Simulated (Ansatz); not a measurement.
# AsH₂S radical (SMILES [S][AsH2]): single points off equilibrium

One table from this session's results is given with a row withheld; the runs are named, their logs left out.

Program: Ansatz 0.2.0, Gaussian basis. Level of theory: single points in def2-TZVPP. These are calculated values, not measurements.

Cores are frozen in the correlated methods. Filled d shells of the heavier atoms are correlated. Orbitals are unrestricted. B3LYP uses VWN-RPA correlation.

**The starting structure**

SMILES `[S][AsH2]`, 4 atoms, charge 0, spin multiplicity 2.

Atoms are counted from 1 here; the program's logs count them from 0.

Bond lengths: S1–As2 1.866 Å, As2–H3 1.493 Å, As2–H4 1.409 Å. Angles: S1–As2–H3 106.8°, S1–As2–H4 102.1°, H3–As2–H4 105.4°.

As a file:

```xyz
4

S    -1.3918   -0.0340    0.7464
As    0.1576   -0.5351   -0.1655
H     0.1330    0.1725   -1.4796
H     1.1628    0.1050    0.5856
```

The first run:

run/in.yaml reads:

```yaml
crystal:
  periodic: [false, false, false]
  atoms:
    - {symbol: S, position_ang: [-1.391800, -0.034000, 0.746400]}
    - {symbol: As, position_ang: [0.157600, -0.535100, -0.165500]}
    - {symbol: H, position_ang: [0.133000, 0.172500, -1.479600]}
    - {symbol: H, position_ang: [1.162800, 0.105000, 0.585600]}
basis:
  gaussian: {orbitals: def2-TZVPP}
magnetization: {spin_polarized: true, initial_magnetization: 1}
correlation: {method: ccsd_t}
scf: {omitted_lower_state_checks: [cluster_reference]}
output: {forces: true}
```

No record of the launch command was kept for these runs.

Among the steps run: CCSD(T)/def2-TZVPP; PBE0-D4/def2-TZVPP; wB97M-V/def2-TZVPP; r2SCAN-D4/def2-TZVPP; PBE-D4/def2-TZVPP; LC-wPBE/def2-TZVPP; B3LYP-D4/def2-TZVPP.

One of the session's tables, all rows but one given; the rest of the session is left out.

| method | RMS force component (eV/Å) | angle to CCSD(T) forces (°) | dipole (D) |
| --- | --- | --- | --- |
| CCSD(T) | 3.464 | reference | 1.98 |
| PBE0-D4 | 3.313 | 2.3 | 2.03 |
| wB97M-V | 3.324 | 1.3 | 2.04 |
| r2SCAN-D4 | 3.318 | 2.2 | 2.01 |
| PBE-D4 | 3.450 | 4.0 | 1.97 |
| LC-wPBE | ? | ? | ? |
| B3LYP-D4 | 3.466 | 2.2 | 1.98 |

Estimate the missing values for LC-wPBE.

The run gave: RMS force component (eV/Å): 3.150; angle to CCSD(T) forces (°): 1.5; dipole (D): 2.10. In the column «RMS force component (eV/Å)» it is the lowest.
